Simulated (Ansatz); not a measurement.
Runs of Ansatz 0.2.0 on Ga3Se. The structure is cubic, space group Pm-3m (No. 221). Conventional cell: a = 4.432 Å, b = 4.432 Å, c = 4.432 Å, α = 90.00°, β = 90.00°, γ = 90.00°. Around Se (site symmetry m-3m) lie 12 Ga at 3.13 Å. Around Ga (site symmetry 4/mmm) lie 4 Se at 3.13 Å and 8 Ga at 3.13 Å. The cell comes from a database or a generator and needn't be the stable form of this composition.

| task | level | potentials or basis | k mesh | cutoff (eV) | smearing | basis error allowed | gap on the mesh (eV) | pressure (GPa) |
| --- | --- | --- | --- | --- | --- | --- | --- | --- |
| single point | PBEsol | all-electron LAPW, scalar-relativistic | 4 × 4 × 4 | 158 | fermi-dirac 0.03 eV | 0.002 eV/atom | none | -3.1 |
| band structure | LDA | all-electron LAPW, scalar-relativistic | 6 × 6 × 6 | 158 | fermi-dirac 0.05 eV | 0.002 eV/atom | - | (a) |
| phonons | PBEsol | all-electron LAPW, scalar-relativistic | 6 × 6 × 6 | 171 | fermi-dirac 0.05 eV | 0.002 eV/atom | none | - |
| band structure | PBEsol | all-electron LAPW, scalar-relativistic | 6 × 6 × 6 | 158 | fermi-dirac 0.05 eV | 0.002 eV/atom | - | -3.6 |
| density of states | PBEsol | all-electron PAW datasets made for the crystal | 6 × 6 × 6 | 220 | fermi-dirac 0.05 eV | - | none | -3.6 |
| band structure | PBE | all-electron LAPW, scalar-relativistic | 6 × 6 × 6 | 158 | fermi-dirac 0.05 eV | 0.002 eV/atom | - | -0.6 |
| single point | PBEsol | all-electron LAPW, scalar-relativistic | 6 × 6 × 6 | 173 | fermi-dirac 0.05 eV | 0.001 eV/atom | none | -3.6 |

Alike in all rows: no spin polarisation; cell as given.

Task: Estimate the missing entries.

Result: (a) -4.9.

Caveats: the k mesh is thin for a metal, which can move the energy by tens of meV per atom (some runs); a metal's response needs a denser mesh (some runs); some modes are imaginary (some runs); the program warned that the printed levels may be off, so bands, gaps and densities of states are rough (some runs).

A k mesh can miss the band edges, and the runs leave out spin-orbit coupling on Ga, Se.

A gap of «none» marks a metal or a gap under the smearing width.

Not every run made on this cell is shown here.
